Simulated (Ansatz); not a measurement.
Working through a relaxation followed by a look at the electronic structure of SrFeO₃, space group Pm-3m

With the Ansatz DFT code, driven from Python.

Run as a notebook:

**Cell 1**
```python
import ansatz as az
import numpy as np

SETTINGS = {
    "smearing": "methfessel_paxton",
    "smearing_width": 0.15,
}
```

**Cell 2**
```python
def count_gap(report):
    # lowest empty less highest filled band, counting bands; zero where they overlap
    return max(report.get("gap_by_band_count_ev") or 0.0, 0.0)
```

**Cell 3**
```python
def with_settings(crystal, spacing):
    return (
        crystal.calculation()
        .functional(az.Functional.PBESOL)
        .pseudopotentials("paw")
        .occupations(SETTINGS["smearing"], width=SETTINGS["smearing_width"])
        .spin("collinear")
        .hubbard("Fe", "d", u=4.4, j=0.9)
        .kpoints(spacing=spacing)
    )

vectors = np.array([
    [3.82881379, 0.0, 0.0],
    [0.0, 3.82881379, 0.0],
    [0.0, 0.0, 3.82881379],
])
system = (
    az.Lattice.of(vectors)
    .atom("Sr", [0.0, 0.0, 0.0])
    .atom("Fe", [0.5, 0.5, 0.5])
    .atom("O", [0.0, 0.5, 0.5])
    .atom("O", [0.5, 0.0, 0.5])
    .atom("O", [0.5, 0.5, 0.0])
    .moments(Fe=3.5)
)
```

**Cell 4**
```python
system.resolved().tree()["lattice"]
```
Output:
```text
((3.82881379, 0.0, 0.0), (0.0, 3.82881379, 0.0), (0.0, 0.0, 3.82881379))
```

**Cell 5**
```python
relaxed = with_settings(system, 0.34).relax(cell=True, force_tolerance=0.02, max_steps=40).checkpoint(write="relax.run", compress=False).run()
cell = np.asarray(relaxed.lattice.cell_ang)
print("relaxed edges (A):", np.linalg.norm(cell, axis=1).round(4), " volume:", round(abs(np.linalg.det(cell)), 3), "A^3")
for site in relaxed.lattice.sites:
    print(" ", site.symbol, np.round(site.position_frac, 4) + 0.0)
```
Output:
```text
DeckWarning: basis.ecutwfc = 420 eV, auto-derived from the records' recommended cutoffs: set by Sr (normal level)
relaxed edges (A): [3.8308 3.8308 3.8308]  volume: 56.218 A^3
  Sr [0. 0. 0.]
  Fe [0.5 0.5 0.5]
  O [0.  0.5 0.5]
  O [0.5 0.  0.5]
  O [0.5 0.5 0. ]
```

**Cell 6**
```python
final = az.Crystal.from_checkpoint("relax.run")
outcome = with_settings(final, 0.26).stress().band_table().density_of_states(energy_step=0.05).run()
report = outcome.report

report["free_energy_ev"]
```
Output:
```text
DeckWarning: crystal.checkpoint: the structure is that of relax.run, a `relax` run, at its step 3: its result, under pbesol at a charge of 0 e; 5 atoms read, 1 with a starting moment [...]
-9624.083546665242
```

**Cell 7**
```python
dos = outcome.density_of_states()
print(f"pressure at the relaxed cell {np.trace(report['stress_gpa']) / 3:.3f} GPa, gap by band count {count_gap(report):.3f} eV")
if count_gap(report) == 0:
    print("states/eV at the Fermi level:", round(float(np.interp(dos.fermi_ev, dos.energies_ev, dos.spin_summed_g_bin_mean_per_ev)), 3))
print(f"net moment {report['magnetization_mub']:.3f} muB, absolute {report['absolute_magnetization_mub']:.3f} muB")
for index, (site, m) in enumerate(zip(outcome.lattice.sites, report["site_moments_mub"])):
    print(f"  {index:2d} {site.symbol:2s} {m:7.3f}")
```
Output:
```text
pressure at the relaxed cell -0.254 GPa, gap by band count 0.000 eV
states/eV at the Fermi level: 0.529
net moment 3.998 muB, absolute 4.112 muB
   0 Sr   0.008
   1 Fe   3.298
   2 O    0.101
   3 O    0.101
   4 O    0.101
```

Absolute energies stand on the zero of these potentials, so only differences at equal settings mean something. A total without «per atom» is that of the cell as typed. The magnetic order follows from the starting moments and needn't be the lowest. The mesh is modest for a metal, so energies can be off by several to tens of meV an atom and pressures by half a GPa or more; differences at equal mesh fare better. Only differences from the Fermi energy are physical; the zero of the scale is a convention. A gap by band count of zero or less means overlapping bands, a metal. With one magnetic atom the cell can hold only ferromagnetic order. This cell is a computed structure, which may not be the phase found in nature. Gaps and levels are Kohn-Sham values on a finite set of k-points, without spin-orbit coupling. Warnings are shown shortened and without file and line. Where the second run takes another functional or mesh than the relaxation, its pressure isn't zero; pressure is positive in compression. The computed bands are complete only to about 7.9 eV above the Fermi level; beyond that the density of states is undercounted. Wall time of the script: 5.3 min on 1 thread of Arm Neoverse N1 (shared host), peak memory 0.71 GiB.

(Lines on the test bed's own set-up are left out of the output.)
